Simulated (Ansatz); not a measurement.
# PO (Phosphorus monoxide) at U-wB97M-V/STO-3G

Aim: the electronic atomisation energy of PO (Phosphorus monoxide) at U-wB97M-V/STO-3G, from 3 runs. 

Program for the calculation: Ansatz 0.2.0.

36 further runs of the same task are left out: 5 that didn't finish, 31 set aside as unsound or not needed.

## (1) The molecule

PO has 2 atoms, charge 0, and is taken as a doublet. SMILES: `O=[P]`. The shape is that of a PBE0-D4/def2-TZVP optimisation.

Bond lengths: O1–P2 1.474 Å.

## (2) The energy at U-wB97M-V/STO-3G

Input file input.yaml:

```yaml
crystal:
  periodic: [false, false, false]
  atoms:
    - {symbol: O, position_ang: [0.000000, -0.000000, -0.009450]}
    - {symbol: P, position_ang: [-0.000000, 0.000000, 1.464540]}
basis:
  gaussian: {orbitals: STO-3G}
magnetization: {spin_polarized: true, initial_magnetization: 1}
hamiltonian: {xc: {name: wB97M-V}}
accuracy: high
```

Launch:

```sh
$ ansatz run input.yaml --threads 1 --pin off --max-ram 3480MiB --events-out events.jsonl --progress --plain --runs-dir runs
```

What it wrote:

```text
Warning: RAYON_NUM_THREADS=1 ignored (pool sized by the plan → 1); use --threads N
Functional definition: wB97M-V
  name "wB97M-V"
  parameter omega = 0.3/bohr
  parameter cx = 0.15
  parameter cx01 = 1.007
  parameter cx10 = 0.259
  parameter css00 = 0.443
  parameter css04 = -1.437
  parameter css10 = -4.535
  parameter css20 = -3.390
  parameter css43 = 4.278
  parameter cos00 = 1.000
  parameter cos10 = 1.358
  parameter cos20 = 2.924
  parameter cos21 = -8.812
  parameter cos60 = -1.390
  parameter cos61 = 9.142
  parameter b = 6.0
  parameter c = 0.01
  gx(w, u) = 1 - cx + cx01*u + cx10*w
  gss(w, u) = css00 + css04*u^4 + css10*w + css20*w^2 + css43*w^4*u^3
  gos(w, u) = cos00 + cos10*w + (cos20 + cos21*u)*w^2 + (cos60 + cos61*u)*w^6
  exchange = spin_sum(e_x_unif_sr(omega)*gx(b97_w, b97_u_x)) + cx*exact_x_sr(omega) + exact_x_lr(omega)
  correlation = spin_sum(e_c_pw_mod_same_spin*gss(b97_w, b97_u_same))
      + integral(e_c_pw_mod_opposite_spin*gos(b97_w_opposite, b97_u_opposite)) + vv10(b, c)
224 factors; integrals over basis functions are off by at most 1.2e-8 eV
90 factors; integrals over basis functions are off by at most 2.2e-9 eV
mean field evaluation 1: about -11197.9886 eV, gradient 1.9e1 eV
mean field evaluation 2: about -11192.4887 eV, gradient 3.9e1 eV
mean field evaluation 4: about -11200.9202 eV, gradient 1.5e-1 eV
mean field evaluation 8: about -11200.9154 eV, gradient 3.6e-2 eV
mean field evaluation 16: about -11200.9155 eV, gradient 2.8e-6 eV
mean field -11200.91549762 eV, -411.6260522843 hartree, gradient 1.3e-8 eV, S^2 0.750109; 0 other end points of the search recorded, 0 dependent functions left out
reference -11200.91549896 eV, -411.6260523335 hartree; 12, 11 occupied and 2, 3 virtual orbitals, 224 factors
Total energy: -11200.91549896 eV, -411.6260523335 hartree
```

Run time: 5.7 s. Hardware: 1 thread of Intel Xeon Platinum 8488C (Sapphire Rapids), shared host; peak memory 0.33 GiB.

## (3) The O atom

Input file run.yaml:

```yaml
crystal:
  periodic: [false, false, false]
  atoms:
    - {symbol: O, position_ang: [0.000000, 0.000000, 0.000000]}
basis:
  gaussian:
    orbitals: STO-3G
magnetization:
  spin_polarized: true
  initial_magnetization: 2
hamiltonian:
  xc: {name: wB97M-V}
accuracy: high
```

Run the same way, it converges to -74.04146 Eh (log not shown).

## (4) The P atom, same level

Input file molecule.yaml:

```yaml
crystal:
  periodic: [false, false, false]
  atoms:
    - {symbol: P, position_ang: [0.000000, 0.000000, 0.000000]}
basis:
  gaussian:
    orbitals: STO-3G
accuracy: high
hamiltonian:
  xc: {name: wB97M-V}
magnetization:
  spin_polarized: true
  initial_magnetization: 3
```

Run the same way, it converges to -337.38768 Eh (log not shown).

## (5) Results

At U-wB97M-V/STO-3G:

| quantity | value |
| --- | --- |
| molecule: total energy | -411.62605 Eh |
| molecule: ⟨S²⟩ | 0.750 |
| O atom: total energy | -74.04146 Eh |
| O atom: ⟨S²⟩ | 2.000 |
| P atom: total energy | -337.38768 Eh |
| P atom: ⟨S²⟩ | 3.750 |
| electronic atomisation energy | 5.358 eV |

Taking the molecule apart into free atoms costs 5.36 eV (124 kcal/mol), before zero-point energy and without spin-orbit coupling. In a minimal basis such a difference can be off by several eV, whatever the method.
